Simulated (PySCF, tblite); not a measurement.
**C3H11FO2Si2: geometry, infrared bands and NMR shifts**

Wanted: the infrared bands and NMR shifts of C3H11FO2Si2 (`CO[SiH2]OC[C@H](F)[SiH3]`), by calculation.

Computed with tblite 0.8.0 and PySCF 2.14.0, with density-fitted response routines of our own, on a single molecule in the gas phase. Atoms count from 0, in the outputs and in this text.

### Step 1. The molecule as given

19 atoms, charge 0, multiplicity 1; geometry from: force field or distance geometry start.

Bonds of the start (Å): C0–O1 1.41, O1–Si2 1.68, Si2–O3 1.73, O3–C4 1.39, C4–C5 1.51, C5–F6 1.38, C5–Si7 1.88, C0–H8 1.11, C0–H9 1.10, C0–H10 1.10, Si2–H11 1.48, Si2–H12 1.48, C4–H13 1.12, C4–H14 1.11, C5–H15 1.12, Si7–H16 1.47, Si7–H17 1.48, Si7–H18 1.46.

### Step 2. Relaxing the molecule with GFN2-xTB

What the job is given:

```
{"job": {"kind": "relax", "xc": "GFN2-xTB", "basis": "xTB"}, "charge": 0, "multiplicity": 1}
C      3.844500     0.698200     0.288700
O      2.590200     0.541200     0.903900
Si     1.395700     0.367700    -0.263600
O     -0.144400     0.257400     0.524600
C     -0.816900    -0.803900    -0.077100
C     -2.192800    -1.072900     0.471400
F     -2.749500    -2.133000    -0.224400
Si    -3.308100     0.434900     0.323600
H      4.526500    -0.088800     0.665600
H      4.247000     1.706400     0.486400
H      3.648900     0.612800    -0.795400
H      1.589500    -0.904100    -1.001000
H      1.299900     1.523200    -1.187400
H     -0.163000    -1.707700     0.027200
H     -0.940800    -0.617300    -1.160500
H     -2.086900    -1.261500     1.566100
H     -3.356200     0.761800    -1.106600
H     -4.647100     0.115700     0.854600
H     -2.746400     1.579400     1.036200
```

On the command line:

```sh
OMP_NUM_THREADS=1 python probes_run.py task.json out
```

The driver reads the jobs from task.json and runs them one after another.

**Question.** This job is followed by: GFN2-xTB harmonic vibrations, gas phase; GIAO PBE0/pcSseg-1 NMR shielding, non-relativistic, gas phase. What will the session give for the following? strongest single infrared mode (GFN2-xTB); zero-point energy (GFN2-xTB); 13C shifts against TMS (PBE0/pcSseg-1); 1H shifts against TMS (PBE0/pcSseg-1, means over atoms taken as alike); 17O shifts against H2O (PBE0/pcSseg-1); 29Si shifts against TMS (PBE0/pcSseg-1); 19F shifts against CFCl3 (PBE0/pcSseg-1).

**Answer**, as computed:

```
                                                              quantity                                         value
                             strongest single infrared mode (GFN2-xTB)                         2232 cm⁻¹, 406 km/mol
                                          zero-point energy (GFN2-xTB)                                 83.9 kcal/mol
                                13C shifts against TMS (PBE0/pcSseg-1)                          92.8, 64.2, 50.5 ppm
1H shifts against TMS (PBE0/pcSseg-1, means over atoms taken as alike)  5.53, 4.90, 4.86, 4.43, 3.95, 3.91, 3.84 ppm
                                17O shifts against H2O (PBE0/pcSseg-1)                                 36.1, 7.1 ppm
                               29Si shifts against TMS (PBE0/pcSseg-1)                              -27.6, -73.6 ppm
                              19F shifts against CFCl3 (PBE0/pcSseg-1)                                    -247.0 ppm
```

Over 278 steps the energy fell by 1.041 eV; of the close pairs, Si2–O3 changed most, 1.734 to 1.617 Å. All 51 modes are real, so the xTB geometry is a minimum. The strongest single mode, at 2232 cm⁻¹, moves mainly H17. GFN2-xTB is a fitted tight-binding method: band positions and strengths are rough. Its intensities can rank the bands wrongly. C5 (sp3 CH bonded to F and Si) lies farthest downfield among carbon, at 92.8 ppm; deshielded by the electronegative neighbour. H15 (hydrogen on an sp3 CH bonded to F and Si) lies farthest downfield among hydrogen, at 5.53 ppm; its carbon carries F, hence the downfield position.
